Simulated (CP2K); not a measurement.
# Two attempts at GeH2SCl2 (SMILES [SH][GeH]([Cl])[Cl])

Wanted: energy and forces of GeH2SCl2, GFN2-xTB.

Program for the calculation: CP2K 2026.2.

4 further runs of the same task are left out: 1 that didn't finish, 3 set aside as unsound or not needed.

### Step 1. Starting point

GeH2SCl2: 6 atoms, total charge 0, spin state singlet. As SMILES, `[SH][GeH]([Cl])[Cl]`. Geometry: a GFN2-xTB relaxation, a rough one for these elements and not checked as a minimum. This is one conformer, not always the lowest.

Bond lengths: S1–Ge2 2.229 Å, Ge2–Cl3 2.103 Å, Ge2–Cl4 2.124 Å, S1–H5 1.328 Å, Ge2–H6 1.532 Å. Angles: S1–Ge2–Cl3 109.0°, S1–Ge2–Cl4 110.4°, Cl3–Ge2–Cl4 108.9°, S1–Ge2–H6 111.3°, Cl3–Ge2–H6 109.3°, Cl4–Ge2–H6 107.8°, Ge2–S1–H5 93.6°.

### Step 2. The input as first written

Contents of calc.inp:

```
&GLOBAL
    PROJECT calc
    RUN_TYPE ENERGY_FORCE
    PRINT_LEVEL MEDIUM
&END
&FORCE_EVAL
    METHOD QUICKSTEP
    &DFT
        &QS
            METHOD XTB
            EPS_DEFAULT 1.0E-10
            &XTB
                GFN_TYPE TBLITE
                &TBLITE
                    METHOD GFN2
                &END
                CHECK_ATOMIC_CHARGES F
            &END
        &END
        &POISSON
            PERIODIC NONE
            POISSON_SOLVER ANALYTIC
        &END
        &SCF
            SCF_GUESS ATOMIC
            EPS_SCF 1.0E-07
            MAX_SCF 71
            ADDED_MOS 8
            &DIAGONALIZATION
                ALGORITHM STANDARD
            &END
            &MIXING
                METHOD DIRECT_P_MIXING
                ALPHA 0.4
            &END
            &SMEAR ON
                METHOD FERMI_DIRAC
                ELECTRONIC_TEMPERATURE [K] 300
            &END
        &END
        &PRINT
            &MOMENTS
                PERIODIC F
                REFERENCE COM
                MAX_MOMENT 1
            &END
            &MO ON
                ENERGIES T
                OCCUPATION_NUMBERS T
                NDIGITS 6
                &EACH
                    QS_SCF 0
                &END
                ADD_LAST NUMERIC
            &END
            &HIRSHFELD OFF
            &END
        &END
    &END
    &SUBSYS
        &CELL
            ABC 19.4 19.4 17.5
            PERIODIC NONE
        &END
        &COORD
            S      0.072630     1.362200    -1.194570
            Ge     0.223440    -0.297250     0.286490
            Cl     2.106990    -1.214240     0.097930
            Cl    -1.287110    -1.746990    -0.069390
            H     -1.167450     1.678290    -0.839190
            H     -0.967450     1.678290    -0.839190
        &END
        &TOPOLOGY
            &CENTER_COORDINATES
            &END
        &END
    &END
    &PRINT
        &FORCES ON
        &END
    &END
&END
```

On the command line:

```sh
OMP_NUM_THREADS=1 cp2k.psmp -i calc.inp > calc.out 2>&1
```

Standard output:

```text
CP2K| version string:                                       CP2K version 2026.2
[...]
 GLOBAL| Method name                                                        CP2K
[...]
 GLOBAL| Run type                                                   ENERGY_FORCE
[...]
                             - Atoms:                                          6
[...]
                             - Spherical basis functions:                     38
[...]
 *** WARNING in particle_methods.F:720 :: The distance between the atoms 5 ***
 *** and 6 is only 0.200 angstrom and thus smaller than the threshold of   ***
 *** 0.500 angstrom                                                        ***
[...]
 Number of electrons:                                                         26
[...]
  *** SCF run converged in    21 steps ***
[...]
  Fermi energy:                                                -0.31125159282360
[...]
 TB_DIPOLE| Moment [Debye]         -3.15912409       6.02546178      -0.14024761
 TB_DIPOLE| Derivative [a.u.]       0.00000000       0.00000000       0.00000000
[...]
 ENERGY| Total FORCE_EVAL ( QS ) energy [hartree]            -13.877132995688413
 FORCES| Atomic forces [hartree/bohr]
 FORCES|   Atom     x               y               z               |f|
 FORCES|      1  2.39630570E-01 -2.70906838E-02 -1.38529800E-01   2.78113683E-01
 FORCES|      2 -4.18354144E-03  2.09786907E-03  8.54761168E-02   8.56041449E-02
 FORCES|      3  2.00051081E-02 -1.32028896E-02 -1.49006271E-02   2.82232056E-02
 FORCES|      4 -1.89302672E-02 -2.21105640E-02 -1.88506356E-02   3.46782139E-02
 FORCES|      5 -6.84081083E+00  6.51103437E-03  1.80993123E-02   6.84083787E+00
 FORCES|      6  6.60428896E+00  5.37952339E-02  6.87056333E-02   6.60486541E+00
 FORCES| Sum     0.00000000E+00 -2.08166817E-17 -4.16333634E-17
 FORCES| Total atomic force                                       4.65475154E-17
[...]
```

It took 0.28 s on 1 thread of Arm Neoverse V1, shared host.

### Step 3. Reading the log

The program ended normally, but the settings are unsound, so its numbers aren't properties of the molecule.

The fault: two atoms lie on top of or far too near each other. As the program read them, the closest atoms are 0.20 Å apart, against 1.33 Å in the sound input.

### Step 4. Try two

Contents of calc.inp:

```
&global
  project_name calc
  run_type ENERGY_FORCE
  print_level MEDIUM
&end global

&force_eval
  method QUICKSTEP
  &dft
    # Quickstep
    &qs
      method XTB
      eps_default 1.0E-10
      &xtb
        gfn_type TBLITE
        &tblite
          method GFN2
        &end tblite
        check_atomic_charges F
      &end xtb
    &end qs
    # isolated system
    &poisson
      periodic NONE
      poisson_solver ANALYTIC
    &end poisson
    # self-consistent field
    &scf
      scf_guess ATOMIC
      eps_scf 1.0E-07
      max_scf 150
      added_mos 8
      &diagonalization
        algorithm STANDARD
      &end diagonalization
      &mixing
        method DIRECT_P_MIXING
        alpha 0.4
      &end mixing
      &smear ON
        method FERMI_DIRAC
        electronic_temperature [K] 300
      &end smear
    &end scf
    # extra output
    &print
      &moments
        periodic F
        reference COM
        max_moment 1
      &end moments
      &mo ON
        energies T
        occupation_numbers T
        ndigits 6
        &each
          qs_scf 0
        &end each
        add_last NUMERIC
      &end mo
      &hirshfeld OFF
      &end hirshfeld
    &end print
  &end dft
  # atoms, cell and kinds
  &subsys
    # box in angstrom
    &cell
      abc 19.4 19.4 18.9
      periodic NONE
    &end cell
    &coord
      S      0.072630     1.362200    -1.194570
      Ge     0.223440    -0.297250     0.286490
      Cl     2.106990    -1.214240     0.097930
      Cl    -1.287110    -1.746990    -0.069390
      H     -1.167450     1.678290    -0.839190
      H      0.051500     0.217990     1.718740
    &end coord
    &topology
      &center_coordinates
      &end center_coordinates
    &end topology
  &end subsys
  &print
    &forces ON
    &end forces
  &end print
&end force_eval
```

On the command line:

```sh
OMP_NUM_THREADS=1 cp2k.psmp calc.inp > calc.out
```

Standard output:

```text
CP2K| version string:                                       CP2K version 2026.2
[...]
 GLOBAL| Method name                                                        CP2K
[...]
 GLOBAL| Run type                                                   ENERGY_FORCE
[...]
                             - Atoms:                                          6
[...]
                             - Spherical basis functions:                     38
[...]
 Number of electrons:                                                         26
[...]
  *** SCF run converged in    23 steps ***
[...]
  Fermi energy:                                                -0.27441093216340
[...]
 TB_DIPOLE| Moment [Debye]         -1.12673522       1.38246969       1.24304870
 TB_DIPOLE| Derivative [a.u.]       0.00000000       0.00000000       0.00000000
[...]
 ENERGY| Total FORCE_EVAL ( QS ) energy [hartree]            -15.420943458798765
 FORCES| Atomic forces [hartree/bohr]
 FORCES|   Atom     x               y               z               |f|
 FORCES|      1  2.38430120E-04  1.58555760E-04  3.29620234E-04   4.36621518E-04
 FORCES|      2  3.86034356E-05  1.94633058E-04 -5.58130238E-05   2.06124589E-04
 FORCES|      3 -6.23166182E-05 -1.22964931E-04 -1.02097588E-04   1.71544900E-04
 FORCES|      4 -1.36755341E-05  2.31277567E-04  3.45689717E-05   2.34246338E-04
 FORCES|      5 -3.64167456E-04 -2.97618880E-04 -4.64192459E-04   6.60809786E-04
 FORCES|      6  1.63126053E-04 -1.63882573E-04  2.57913864E-04   3.46391640E-04
 FORCES| Sum     3.98173248E-17 -1.73201297E-17 -1.24683250E-18
 FORCES| Total atomic force                                       4.34391625E-17
[...]
```

It took 0.3 s on 1 thread of Arm Neoverse V1, shared host.

### Step 5. Outcome

At GFN2-xTB:

```
                                 quantity         value
                             total energy  -15.42094 Eh
dipole moment (from atomic charges alone)        2.17 D
                              HOMO energy     -11.11 eV
                              LUMO energy      -6.57 eV
                            HOMO–LUMO gap       4.54 eV
                 largest force on an atom    0.034 eV/Å
```

The first attempt's energy was +42.009 eV off this one. The dipole comes from point charges on the atoms alone, without atomic dipoles, so it is partial.
